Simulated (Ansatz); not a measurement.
I need a ladder of methods at one geometry of C₂H₆O₂Si, SMILES OC=C[SiH2]O. Use Ansatz 0.2.0, Python API. Use (for the species named): revPBE, def2-SVP basis, multiplicity 1. The script varies functional: revpbe, r2scan, b3lyp, pbe, lc_wpbe.

```xyz
11

O    -0.6500    1.5735    1.9835
C    -0.0688    0.7070    1.1697
C    -0.6610    0.1297    0.0940
Si    0.2685   -1.0806   -0.9897
O     1.8066   -0.7531   -1.1933
H    -1.6085    1.7570    1.6487
H     0.9745    0.5341    1.5228
H    -1.6091    0.3673   -0.1879
H    -0.4408   -1.0208   -2.2768
H     0.0510   -2.4536   -0.4086
H     2.0030    0.1824   -1.3417
```

`methods.py`
```python
"""One geometry of C2H6O2Si, method by method."""

from pathlib import Path

import ansatz
from ase import Atoms
import numpy as np

BASIS_SET = "def2-SVP"

atoms = Atoms(["O", "C", "C", "Si", "O", "H", "H", "H", "H", "H", "H"], positions=[
    (-0.65, 1.5735, 1.9835),
    (-0.0688, 0.707, 1.1697),
    (-0.661, 0.1297, 0.094),
    (0.2685, -1.0806, -0.9897),
    (1.8066, -0.7531, -1.1933),
    (-1.6085, 1.757, 1.6487),
    (0.9745, 0.5341, 1.5228),
    (-1.6091, 0.3673, -0.1879),
    (-0.4408, -1.0208, -2.2768),
    (0.051, -2.4536, -0.4086),
    (2.003, 0.1824, -1.3417),
])
c2h6o2si = ansatz.Crystal.molecule_from_ase(atoms)

calculation = (
    c2h6o2si.calculation()
    .basis(gaussian=BASIS_SET)
    .scf(lower_state_search="standard")
)

print("functional    E (Ha)        dipole (D)   HOMO (eV)  LUMO (eV)")
for name in ["revpbe", "r2scan", "b3lyp", "pbe", "lc_wpbe"]:
    rep = calculation.functional(name).forces().orbitals().run(threads=1, backend="cpu", runs_dir="runs").report
    lines = Path(rep["orbitals_path"]).read_text().splitlines()
    field_of = lambda key: [line.split("=")[1].strip() for line in lines if line.startswith(key)]
    orbitals = [(27.211386 * float(e), s, float(n)) for e, s, n in zip(field_of("Ene="), field_of("Spin="), field_of("Occup="))]
    homo = max(e for e, _, n in orbitals if n > 0.5)
    lumo = min(e for e, _, n in orbitals if n < 0.5)
    dipole = 4.803205 * np.linalg.norm(rep["charge_distribution"]["dipole_moment_e_ang"])
    print(f"{name:10s} {rep['free_energy_ev'] / 27.211386246:14.6f} {dipole:9.3f} {homo:11.3f} {lumo:10.3f}")
```

`python methods.py` gives:
```text
functional    E (Ha)        dipole (D)   HOMO (eV)  LUMO (eV)
revpbe        -519.361013     2.402      -5.424     -0.620
r2scan        -519.345386     2.419      -5.771     -0.553
b3lyp         -519.516963     2.351      -6.439      0.055
pbe           -519.077400     2.414      -5.472     -0.700
lc_wpbe       -519.264318     2.359      -9.356      2.537
```

Caveats:
- These settings explore the input space; basis and method may be short of convergence.
- The geometry is a force-field or estimated start, not a minimum of this method, and the basis set is short of its limit. A lower total doesn't mark the better method: functionals have no common bound, and MP2 and coupled cluster aren't variational.
- b3lyp holds the VWN-RPA fit, as in Gaussian; the form of ORCA and Turbomole is b3lyp5.
- Levels such as HOMO and LUMO are orbital energies: with these approximate functionals they aren't the ionisation energy and electron affinity, and their gap isn't the fundamental gap.
- Hardware and time: 20 s on 1 thread of Arm Neoverse V2, on a shared host, peak memory 0.29 GiB.

(Lines on the test bed's own set-up are left out of the output.)
